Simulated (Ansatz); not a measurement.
## CH6GeN2O, SMILES [NH2][GeH2][NH]C=O: a single point from an input written key by key, step by step

With Ansatz 0.2.0, Python API.

Typed at the interpreter:
```pycon
>>> import ansatz as az
>>> import numpy as np
>>> DECK = """
... crystal:
...   periodic: [false, false, false]
...   atoms:
...     - { symbol: "N", position_ang: [-2.1791, 0.5512, 0.4912] }
...     - { symbol: Ge, position_ang: [-0.8074, -0.3913, -0.3487] }
...     - { symbol: "N", position_ang: [0.8442, 0.2612, 0.2328] }
...     - { symbol: C, position_ang: [2.0783, -0.2751, -0.2451] }
...     - { symbol: O, position_ang: [2.092, -1.2153, -1.083] }
...     - { symbol: H, position_ang: [-2.03, 1.5605, 0.2679] }
...     - { symbol: H, position_ang: [-2.03, 0.4452, 1.5194] }
...     - { symbol: H, position_ang: [-0.9211, -1.8956, 0.0065] }
...     - { symbol: H, position_ang: [-0.9211, -0.211, -1.8839] }
...     - { symbol: H, position_ang: [0.8599, 1.0403, 0.9271] }
...     - { symbol: H, position_ang: [3.0142, 0.13, 0.1159] }
... basis:
...   gaussian:
...     orbitals: def2-SVP
...     point_charges: [{ charge: -1.0, position_ang: [0.0, 0.0, 4.02] }]
... correlation:
...   method: mp2
... output:
...   forces: true
... """
>>> session = az.Session.from_yaml(DECK)
>>> r = session.plan(threads=1).execute().report
>>> for key in ("converged", "free_energy_ev", "reference_energy_ev", "n_frozen", "n_occupied", "n_virtual"):
...     print(f"{key:22s} {r[key]}")
...
converged              True
free_energy_ev         -62612.871063363295
reference_energy_ev    -62588.693130235246
n_frozen               13
n_occupied             [20, 20]
n_virtual              [85, 85]
>>> symbols = ["N", "Ge", "N", "C", "O", "H", "H", "H", "H", "H", "H"]
>>> print("correlation energy", round(r["free_energy_ev"] - r["reference_energy_ev"], 5), "eV")
correlation energy -24.17793 eV
>>> cluster = r["correlation"].get("coupled_cluster")
>>> if cluster:
...     print("cycles", cluster["cycles"], " T1 diagnostic", round(cluster["t1_diagnostic"], 4), " largest double", round(cluster["largest_double"], 4))
...
>>> state = r["mean_field"]["state"]
>>> print(f"mean field: {state['energy']['hartree']:.7f} Ha, <S^2> = {abs(state['spin_squared']):.4f}, stability: {state.get('stability', {}).get('kind')}")
mean field: -2300.0920484 Ha, <S^2> = 0.0000, stability: minimum
>>> print("forces (eV/A)")
forces (eV/A)
>>> for symbol, f in zip(symbols, r["forces_ev_ang"]):
...     print(f"  {symbol:2s} {f[0]:9.4f} {f[1]:9.4f} {f[2]:9.4f}")
...
  N     0.9481    0.4811    0.1236
  Ge   -0.1752   -0.5736    0.2053
  N     2.5511    0.2357   -0.4167
  C    -3.4780   -1.7247   -1.4305
  O    -0.0147    1.9319    1.6387
  H    -0.2817   -0.8613    0.3967
  H    -0.1384    0.1842   -0.6706
  H    -0.0075    0.5007   -0.1232
  H    -0.0010    0.0814    0.3587
  H     0.1972   -1.0752   -0.4356
  H     0.4922    0.6736    0.6441
>>> charges = r["charge_distribution"]
>>> dipole = np.array(charges["dipole_moment_e_ang"]) * 4.803205
>>> print("dipole (D): {:.3f} {:.3f} {:.3f}, length {:.3f}".format(*dipole, np.linalg.norm(dipole)))
dipole (D): -0.283 3.570 4.399, length 5.672
>>> print("atom  Mulliken   Lowdin")
atom  Mulliken   Lowdin
>>> for symbol, m, l in zip(symbols, charges["mulliken_charges_e"], charges["lowdin_charges_e"]):
...     print(f"{symbol:4s} {m:9.3f} {l:8.3f}")
...
N       -0.473    0.001
Ge       0.759    0.183
N       -0.483    0.001
C        0.308   -0.044
O       -0.353   -0.069
H        0.120    0.017
H        0.194    0.050
H       -0.118   -0.071
H       -0.159   -0.091
H        0.189    0.057
H        0.014   -0.034
```

Notes:
- The settings weren't tested for convergence.
- The geometry is a force-field or estimated start, not a minimum of this method, and the basis set is short of its limit.
- The Löwdin charges here are taken after orthogonalising the functions within each atom; they differ from plain Löwdin charges, and their signs can be unphysical.
- External point charges are part of this input, so the results are those of the molecule in their field.
- Timing: 8.1 s on 1 thread of Arm Neoverse V1, on a shared host, peak memory 0.36 GiB.
